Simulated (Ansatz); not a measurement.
In3Se:

```
In Se
1.0
     4.80376    0.00000    0.00000
     0.00000    4.80376    0.00000
     0.00000    0.00000    4.80376
In Se
3 1
Direct
  0.50000 0.50000 0.00000
  0.50000 0.00000 0.50000
  0.00000 0.50000 0.50000
  0.00000 0.00000 0.00000
```

The cell comes from a database or a generator and needn't be the stable form of this composition.

Program: Ansatz 0.2.0. Alike in all runs: potentials or basis Ansatz PAW; no spin polarisation; cell as given; smearing fermi-dirac 0.05 eV. Hardware: 2 threads of Arm Neoverse V2, with other jobs on the host.

Problem. Order these runs on this cell by their wall time, lowest first.
A. task projected density of states; level PBE; k mesh 3 × 3 × 3; cutoff (eV) 420; mesh quality coarse
B. task projected density of states; level r2SCAN0; k mesh 3 × 3 × 3; cutoff (eV) 500; mesh quality coarse
C. task projected density of states; level r2SCAN; k mesh 3 × 3 × 3; cutoff (eV) 500; mesh quality coarse
D. task band structure; level LDA; k mesh 6 × 6 × 6; cutoff (eV) 420; points for each segment of the path 14; mesh quality not flagged

Solution. A (1.5 s), C (3.2 s), D (10 s), B (21 s).

Caveats: some runs use coarse meshes; the density of states is complete only up to the lowest level of the last band computed (some runs).

Not every run made on this cell is shown here.
